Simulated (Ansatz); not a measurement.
Ba2Tl5V3O12:

```
Ba V Tl O
1.0
     6.49009   -6.67692    0.00000
     6.49009    6.67692    0.00000
    -2.00957    0.00000    5.73760
Ba V Tl O
2 3 5 12
Cartesian
  6.4901 0.2782 0.0000
  6.4901 -3.9079 0.0000
  9.8864 1.9304 1.4766
  1.0842 1.9304 4.2610
  5.4853 -0.9938 2.8688
  7.5111 2.3899 3.6563
  3.4595 2.3899 2.0813
  5.4853 6.4755 2.8688
  2.3924 -1.2210 1.2561
  8.5782 -1.2210 4.4815
  0.8441 1.7317 2.5403
  6.4531 0.0639 3.8847
  7.0059 -3.2392 4.8560
  8.1842 1.8299 1.1816
  6.5345 -1.8120 1.7991
  0.1384 0.7388 5.0836
  4.4361 -1.8120 3.9385
  10.8322 0.7388 0.6540
  3.9648 -3.2392 0.8816
  2.7865 1.8299 4.5560
  10.1265 1.7317 3.1973
  4.5175 0.0639 1.8529
```

The cell was built by a generator and needn't be a form met in nature.

Base run:

- Program: Ansatz 0.2.0
- Functional: PBE
- Potentials or basis: Ansatz PAW
- Cutoff: 420 eV
- Density cutoff: 1680 eV
- k mesh: 3 × 3 × 5
- Occupations: fermi-dirac, width 0.05 eV
- Spin: collinear spin, ferromagnetic start
- Starting moments: [0.0, 0.0, 2.0, 2.0, 2.0, 0.0, 0.0, 0.0, 0.0, 0.0, 0.0, 0.0, 0.0, 0.0, 0.0, 0.0, 0.0, 0.0, 0.0, 0.0, 0.0, 0.0] μB
- Hubbard terms: V d U = 8 eV

Its results: band gap on the k mesh 2.95 eV, indirect (least direct gap 3.00 eV); pressure 0.7 GPa; net moment 0.00 μB per cell; largest force 0.372 eV/Å.

Question: The run is repeated on the same cell with these changes: hubbard terms from V d U = 8 eV to V d U = 2 eV. What comes out?

Answer: Band gap on the k mesh 2.91 eV, indirect (least direct gap 2.96 eV); pressure 0.1 GPa; net moment 0.00 μB per cell; largest force 0.069 eV/Å.

Caveats: the magnetic or orbital state may not be the lowest; odd divisions of the mesh miss points on the zone boundary, where band edges often lie, so the gap on the mesh can be too wide; spin-orbit coupling is left out, which as a rule narrows the gap of such compounds by several tenths of an eV; the density of states is complete only up to the lowest level of the last band computed.

A k mesh can miss the band edges.

Not every run made on this cell is shown here.
